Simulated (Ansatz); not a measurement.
# SnH2 (SMILES [H][Sn][H]) at 6 levels

Aim: a comparison of 6 runs (HF/STO-3G, PBE0/STO-3G, r2SCAN0/STO-3G, RPA@PBE/STO-3G, CCSD/STO-3G, FCI/STO-3G) of SnH2. 

The results are computed with Ansatz 0.2.0.

32 further runs of the same task are left out: 2 that didn't finish, 30 set aside as unsound or not needed.

## 1. The system as given

SnH2: 3 atoms, total charge 0, spin state singlet. SMILES: `[H][Sn][H]`. The H2–Sn1 distance was set to 2.700 Å, away from the relaxed value. At this shape a bond of the SMILES string is far longer than usual.

Bond lengths: Sn1–H3 1.800 Å.

## 2. A single-point energy at HF/STO-3G (run 1)

run.yaml reads:

```yaml
basis:
  gaussian:
    orbitals: STO-3G
crystal:
  periodic: [false, false, false]
  atoms:
    - {symbol: Sn, position_ang: [-0.610534, -0.004405, -1.526546]}
    - {symbol: H, position_ang: [1.236480, -0.017770, 0.442810]}
    - {symbol: H, position_ang: [-1.857334, 0.031085, -0.229216]}
hamiltonian:
  xc: hf
accuracy: high
```

Started as:

```bash
$ ansatz run run.yaml --threads 1 --pin off --max-ram 2610MiB --events-out events.jsonl --progress --plain --runs-dir runs
```

What it wrote:

```text
Warning: RAYON_NUM_THREADS=1 ignored (pool sized by the plan → 1); use --threads N
Functional definition: HF
  name "HF"
  exchange = exact_x
  correlation = 0
492 factors; integrals over basis functions are off by at most 5.0e-9 eV
mean field evaluation 1: about -162292.7985 eV, gradient 1.3e1 eV
mean field evaluation 2: about -162292.8130 eV, gradient 1.3e1 eV
mean field evaluation 4: about -162294.7235 eV, gradient 6.9e-1 eV
mean field evaluation 8: about -162294.7260 eV, gradient 1.9e-5 eV
mean field -162294.72599019 eV, -5964.2211728232 hartree, gradient 7.6e-9 eV, S^2 0.000000; 0 other end points of the search recorded, 0 dependent functions left out
reference -162294.72599019 eV, -5964.2211728232 hartree; 26, 26 occupied and 3, 3 virtual orbitals, 492 factors
Total energy: -162294.72599019 eV, -5964.2211728232 hartree
```

It took 0.4 s on 1 thread of Arm Neoverse V1, shared host.

## 3. A single-point energy at PBE0/STO-3G (run 2)

run.yaml reads:

```yaml
crystal:
  periodic: [false, false, false]
  atoms:
    - symbol: Sn
      position_ang: [-0.610534, -0.004405, -1.526546]
    - symbol: H
      position_ang: [1.236480, -0.017770, 0.442810]
    - symbol: H
      position_ang: [-1.857334, 0.031085, -0.229216]
basis:
  gaussian:
    orbitals: STO-3G
hamiltonian:
  xc: pbe0
accuracy: high
```

Started as:

```bash
$ ansatz run run.yaml --threads 1 --pin off --max-ram 2610MiB --events-out events.jsonl --progress --plain --runs-dir runs
```

What it wrote:

```text
Warning: RAYON_NUM_THREADS=1 ignored (pool sized by the plan → 1); use --threads N
Functional definition: PBE0
  name "PBE0"
  parameter a = 0.25
  parameter kappa = 0.804
  parameter beta = 0.06672455060314922
  exchange = (1 - a)*pbe_x(kappa = kappa, mu = beta*pi^2/3) + a*exact_x
  correlation = pbe_c(beta = beta)
492 factors; integrals over basis functions are off by at most 5.0e-9 eV
mean field evaluation 1: about -162341.1618 eV, gradient 1.6e1 eV
mean field evaluation 2: about -162335.6483 eV, gradient 2.4e1 eV
mean field evaluation 4: about -162343.8829 eV, gradient 1.2e0 eV
mean field evaluation 8: about -162343.8572 eV, gradient 7.9e-2 eV
mean field evaluation 16: about -162343.8573 eV, gradient 1.0e-7 eV
mean field -162343.85727605 eV, -5966.0267142763 hartree, gradient 3.0e-8 eV, S^2 0.000000; 0 other end points of the search recorded, 0 dependent functions left out
reference -162343.85727733 eV, -5966.0267143232 hartree; 26, 26 occupied and 3, 3 virtual orbitals, 492 factors
Total energy: -162343.85727733 eV, -5966.0267143232 hartree
```

Wall time 1.3 s (1 thread of Arm Neoverse V1, shared host); peak memory 0.093 GiB.

Runs 3 to 5 aren't shown in full; the table further down has their settings and results.

## 4. The energy at FCI/STO-3G (run 6)

in.yaml reads:

```yaml
crystal:
  periodic: [false, false, false]
  atoms:
    - {symbol: Sn, position_ang: [-0.610534, -0.004405, -1.526546]}
    - {symbol: H, position_ang: [1.236480, -0.017770, 0.442810]}
    - {symbol: H, position_ang: [-1.857334, 0.031085, -0.229216]}
basis:
  gaussian:
    orbitals: STO-3G
accuracy: high
correlation:
  method: fci
  frozen_orbitals: {H: 0, Sn: 18}
```

Started as:

```bash
$ ansatz run in.yaml --threads 1 --pin off --max-ram 2610MiB --events-out events.jsonl --progress --plain --runs-dir runs
```

What it wrote, cut to the lines that bear on the results:

```text
Warning: RAYON_NUM_THREADS=1 ignored (pool sized by the plan → 1); use --threads N
Functional definition: HF
  name "HF"
[...]
492 factors; integrals over basis functions are off by at most 5.0e-9 eV
[...]
mean field -162294.72599019 eV, -5964.2211728232 hartree, gradient 7.6e-9 eV, S^2 0.000000; 3 other end points of the search recorded, 0 dependent functions left out; unrestricted orbitals would lower it
unrestricted determinant -162295.95150277 eV, -5964.2662095799 hartree, S^2 0.8345
18 core orbitals not correlated: weight in the atoms' cores, before any rotation towards them, 1.000 or more for the frozen orbitals, at most 0.000 for the correlated occupied ones
reference -162294.72599019 eV, -5964.2211728232 hartree; 8, 8 occupied and 3, 3 virtual orbitals, 492 factors
state -162297.56845659 eV, -5964.3256315368 hartree
Total energy: -162297.56845659 eV, -5964.3256315368 hartree
```

Wall time 1.1 s (1 thread of Arm Neoverse V1, shared host).

## 5. All runs side by side

```
run           level  frozen core orbitals   energy (Eh)  wall time
  1       HF/STO-3G                     –  -5964.221173      0.4 s
  2     PBE0/STO-3G                     –  -5966.026714      1.3 s
  3  r2SCAN0/STO-3G                     –  -5966.593695        3 s
  4  RPA@PBE/STO-3G                    18  -5964.352627      1.9 s
  5     CCSD/STO-3G                    18  -5964.325281     0.68 s
  6      FCI/STO-3G                    18  -5964.325632      1.1 s
```

## 6. Outcome

| quantity | value |
| --- | --- |
| run 6: total energy | -5964.32563 Eh |
| run 6: correlation energy (18 core orbitals frozen) | -104.5 mEh |

**Reading.** Against full CI in this basis: HF +104.5 mEh; CCSD +0.4 mEh. Totals of different functionals can't be ranked against each other. In run 5 the log says that unrestricted orbitals would lower the reference, so the values rest on an unstable closed-shell determinant (other closed-shell runs at this shape may share the fault). In runs 1, 2, 3, 4, 5, 6 the basis is minimal, so the values are rough. In runs 1, 2, 3, 4, 5, 6 relativity is left out where basis or elements ask for it. All runs together took 8.3 s, the longest 3 s.
